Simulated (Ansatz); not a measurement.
A nudged elastic band was laid between two geometries of a periodic cell of 17 atoms, CuSi16 (host Si, host structure diamond, interstitial Cu), cell charge +1.

Theory: DFT PBE, scalar-relativistic, plane waves, PAW in Ansatz 0.2.0. Settings: PAW set soft_1, cutoff 420 eV, k mesh 2x2x2, gaussian smearing 0.05 eV, no spin polarisation.

```yaml
movable_images: 6
climbing_image: from the first iteration
spring: 5.0 eV/Å²
optimiser: quadratic models (default)
start_path: default
force_threshold: 0.05 eV/Å
iteration_limit: 22
end_points: relaxed
```

Image 0:

```xyz
17
Lattice="0.0000 5.4300 5.4300 5.4300 0.0000 5.4300 5.4300 5.4300 0.0000" Properties=species:S:1:pos:R:3
Si -0.136 -0.139 0.138
Si 1.317 1.319 1.356
Si 2.720 2.723 -0.053
Si 3.954 3.947 1.488
Si 2.775 0.034 2.656
Si 4.080 1.317 4.113
Si 5.495 2.714 2.716
Si 6.835 4.141 4.030
Si 0.028 2.775 2.655
Si 1.315 4.075 4.112
Si 2.716 5.487 2.711
Si 4.135 6.835 4.028
Si 2.774 2.772 5.395
Si 4.122 4.127 6.732
Si 5.474 5.478 5.382
Si 6.834 6.831 6.718
Cu 6.647 6.635 9.664
```

Image 7:

```xyz
17
Lattice="0.0000 5.4300 5.4300 5.4300 0.0000 5.4300 5.4300 5.4300 0.0000" Properties=species:S:1:pos:R:3
Si 0.044 0.049 0.046
Si 1.395 1.401 1.398
Si 2.756 2.754 0.059
Si 4.125 4.126 1.384
Si 2.754 0.064 2.754
Si 4.124 1.389 4.125
Si 5.430 2.678 2.676
Si 6.838 4.081 4.078
Si 0.066 2.760 2.761
Si 1.390 4.131 4.131
Si 2.678 5.432 2.676
Si 4.079 6.838 4.075
Si 2.676 2.676 5.434
Si 4.073 4.072 6.843
Si 5.312 5.313 5.320
Si 6.658 6.658 6.658
Cu 7.991 8.000 8.015
```

(1) What changes between the two ends?

(2) What energy profile does the band end with?

(3) What is the geometry of the highest image?

The band took 5 iterations and about 4 core-minutes.

## Answers

(1) Contacts lost: Si1–Cu17, Si2–Cu17, Si6–Cu17, Si10–Cu17. Contacts made: Si8–Cu17, Si12–Cu17, Si13–Cu17, Si14–Cu17, Si16–Cu17. The atom that moves furthest is Cu17, by 2.53 Å; four of its nearest neighbours are Si1 2.33, Si3 2.42, Si11 2.43, Si7 2.43 Å at the first end and Si16 2.33, Si8 2.42, Si12 2.42, Si14 2.43 Å at the last.

(2) It converged. The highest image is number 4 of 0 to 7, 0.047 eV above the ends, which have the same energy within 2 meV. The profile has 2 maxima (images 1, 4) with wells between them (image 3): this band takes more than one step, which may be the mechanism or a detour left from its start path. The order of the stationary point at the top wasn't checked. Limits of this set-up: coarse k mesh, a small cell, in which the defect meets its images, charged cell in a uniform background, uncorrected.

```json
{"image": "0", "path coordinate (Å)": "0.00", "energy (eV)": "0.000", "Si1–Cu17 (Å)": "2.33", "Si2–Cu17 (Å)": "2.56", "Si6–Cu17 (Å)": "2.57"}
{"image": "1", "path coordinate (Å)": "0.46", "energy (eV)": "0.034", "Si1–Cu17 (Å)": "2.38", "Si2–Cu17 (Å)": "2.74", "Si6–Cu17 (Å)": "2.72"}
{"image": "2", "path coordinate (Å)": "0.93", "energy (eV)": "0.009", "Si1–Cu17 (Å)": "2.54", "Si2–Cu17 (Å)": "2.96", "Si6–Cu17 (Å)": "2.95"}
{"image": "3", "path coordinate (Å)": "1.39", "energy (eV)": "0.005", "Si1–Cu17 (Å)": "2.83", "Si2–Cu17 (Å)": "3.19", "Si6–Cu17 (Å)": "3.21"}
{"image": "4", "path coordinate (Å)": "1.85", "energy (eV)": "0.047", "Si1–Cu17 (Å)": "3.31", "Si2–Cu17 (Å)": "3.53", "Si6–Cu17 (Å)": "3.54"}
{"image": "5", "path coordinate (Å)": "2.28", "energy (eV)": "0.008", "Si1–Cu17 (Å)": "3.77", "Si2–Cu17 (Å)": "3.86", "Si6–Cu17 (Å)": "3.84"}
{"image": "6", "path coordinate (Å)": "2.70", "energy (eV)": "0.000", "Si1–Cu17 (Å)": "4.21", "Si2–Cu17 (Å)": "4.20", "Si6–Cu17 (Å)": "4.10"}
{"image": "7", "path coordinate (Å)": "3.12", "energy (eV)": "0.001", "Si1–Cu17 (Å)": "4.59", "Si2–Cu17 (Å)": "4.55", "Si6–Cu17 (Å)": "4.33"}
```

(3) 
```xyz
17
Lattice="0.0000 5.4300 5.4300 5.4300 0.0000 5.4300 5.4300 5.4300 0.0000" Properties=species:S:1:pos:R:3
Si 0.132 0.136 -0.142
Si 1.410 1.409 1.362
Si 2.784 2.788 0.083
Si 4.230 4.225 1.228
Si 2.669 0.016 2.753
Si 4.054 1.414 4.021
Si 5.360 2.764 2.647
Si 6.748 4.149 4.135
Si 0.019 2.670 2.755
Si 1.413 4.059 4.023
Si 2.763 5.359 2.643
Si 4.145 6.749 4.132
Si 2.669 2.672 5.424
Si 3.951 3.948 6.915
Si 5.283 5.289 5.548
Si 6.725 6.722 6.699
Cu 7.476 7.477 8.813
```

Time of the run: 4.4 min on 1 thread of Arm Neoverse V2 (shared host), peak memory 0.92 GiB.
